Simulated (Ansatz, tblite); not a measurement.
**The cluster Li₆H₆−: rung by rung**

How do method and basis change the picture of the cluster Li₆H₆− (doublet)?

The runs use Ansatz 0.2.0, Gaussian basis; as each input shows.

Plan: GFN1-xTB, PBE-D4/def2-TZVPD, r2SCAN-D4/def2-TZVPD, revPBE-D4/def2-TZVPD, BLYP-D4/def2-TZVPD, LDA/def2-TZVPD, ωB97M-V/def2-TZVPD, CAM-B3LYP-D4/def2-TZVPD, B97M-V/def2-TZVPD, r2SCANh-D4/def2-TZVPD, PBE-D4/def2-SVPD, PBE0-D4/def2-SVPD, CCSD(T)/def2-TZVPD, RPA/def2-TZVPD.

1 further run of the same task is left out (set aside as unsound or not needed).

## (1) The geometry

The geometry is that of the doublet, from an earlier relaxation (r2SCAN-D4/def2-TZVPD). At that level it is the lowest of the isomers that a small search found.

12 atoms, charge -1, spin multiplicity 2.

Bond lengths: Li1–Li2 2.585 Å, Li1–Li3 2.583 Å, Li1–Li4 2.584 Å, Li1–Li5 2.777 Å, Li1–Li6 2.585 Å, Li1–H10 1.877 Å, Li1–H12 1.877 Å, Li2–Li4 2.485 Å, Li2–Li5 2.584 Å, Li2–H8 1.841 Å, Li2–H11 1.800 Å, Li2–H12 1.845 Å, Li3–Li5 2.583 Å, Li3–Li6 2.485 Å, Li3–H7 1.839 Å, Li3–H9 1.798 Å, Li3–H10 1.844 Å, Li4–Li5 2.582 Å and more. Angles: Li2–Li1–Li3 115.0°, Li2–Li1–Li4 57.5°, Li2–Li1–Li5 57.5°, Li2–Li1–Li6 87.7°, Li2–Li1–H10 133.2°, Li2–Li1–H12 45.5°, Li3–Li1–Li4 87.7°, Li3–Li1–Li5 57.5°, Li3–Li1–Li6 57.5°, Li3–Li1–H10 45.5°, Li3–Li1–H12 133.1°, Li4–Li1–Li5 57.5°, Li4–Li1–Li6 114.9°, Li4–Li1–H10 133.1°, Li4–Li1–H12 45.5°, Li5–Li1–Li6 57.5°, Li5–Li1–H10 89.1°, Li5–Li1–H12 89.1° and more.

The ion is computed in the gas phase, without counter-ions or solvent.

PBE0-D4/def2-TZVPD was run before; its log isn't repeated, and its numbers join the tables.

## (2) GFN1-xTB

Tight binding, by tblite at 300 K electronic temperature and without a spin-polarisation term:

```python
tblite.interface.Calculator('GFN1-xTB', numbers, positions, charge=-1, uhf=1).singlepoint()
```

Energy -159.5735 eV; 0.005 s.

## (3) PBE-D4/def2-TZVPD

start.molden holds the orbitals of an earlier run on this state, given as this run's starting guess.

in.yaml reads:

```yaml
crystal:
  periodic: [false, false, false]
  atoms:
    - {symbol: Li, position_ang: [-0.106694, 0.824572, 1.110909]}
    - {symbol: Li, position_ang: [2.087543, -0.394216, 0.492343]}
    - {symbol: Li, position_ang: [-2.084305, 0.391912, -0.493546]}
    - {symbol: Li, position_ang: [1.298585, 1.458858, -0.962452]}
    - {symbol: Li, position_ang: [0.107220, -0.827205, -1.110871]}
    - {symbol: Li, position_ang: [-1.300055, -1.463593, 0.960834]}
    - {symbol: H, position_ang: [-1.671476, -1.366776, -0.839752]}
    - {symbol: H, position_ang: [1.879823, -0.246220, -1.331111]}
    - {symbol: H, position_ang: [-0.452229, 1.066143, -0.833892]}
    - {symbol: H, position_ang: [-1.878670, 0.248086, 1.332901]}
    - {symbol: H, position_ang: [0.450459, -1.060353, 0.833398]}
    - {symbol: H, position_ang: [1.669800, 1.368782, 0.841238]}
basis:
  gaussian: {orbitals: def2-TZVPD, initial_orbitals: start.molden}
total_charge: -1
magnetization: {spin_polarized: true, initial_magnetization: 1}
hamiltonian: {xc: pbe, dispersion: d4}
scf: {omitted_lower_state_checks: [starts]}
output: {orbitals: {seedname: orbitals}}
```

On the command line:

```sh
> ansatz run in.yaml --threads 4 --pin off --events-out ev --progress --plain --max-ram 3916MiB
```

Further steps of the session: r2SCAN-D4/def2-TZVPD; revPBE-D4/def2-TZVPD; BLYP-D4/def2-TZVPD; LDA/def2-TZVPD; ωB97M-V/def2-TZVPD; CAM-B3LYP-D4/def2-TZVPD; B97M-V/def2-TZVPD; r2SCANh-D4/def2-TZVPD; PBE-D4/def2-SVPD; PBE0-D4/def2-SVPD; CCSD(T)/def2-TZVPD; RPA/def2-TZVPD.

**Question.** What will the summary of the whole plan be? Wanted: gap in def2-TZVPD, named functionals, smallest and largest; correlation energy, CCSD(T)/def2-TZVPD; ⟨S²⟩ in def2-TZVPD, named functionals, smallest and largest; PBE0 total energy, smallest basis above largest.

As calculated:

```
                                                   quantity                                   value
 gap in def2-TZVPD, named functionals, smallest and largest  0.18 eV (revPBE-D4), 1.89 eV (ωB97M-V)
                     correlation energy, CCSD(T)/def2-TZVPD                               -11.64 eV
⟨S²⟩ in def2-TZVPD, named functionals, smallest and largest                            0.750, 0.753
            PBE0 total energy, smallest basis above largest         1.06 eV (def2-SVPD, def2-TZVPD)
```

In words: Orbital gaps of the named functionals in def2-TZVPD span 0.18 eV (revPBE-D4) to 1.89 eV (ωB97M-V); exact exchange widens it. LDA, PBE-D4, revPBE-D4, BLYP-D4, r2SCAN-D4 put the HOMO above zero: the outermost electron is held by the basis alone. Notes on CCSD(T)/def2-TZVPD: large T1 diagnostic.
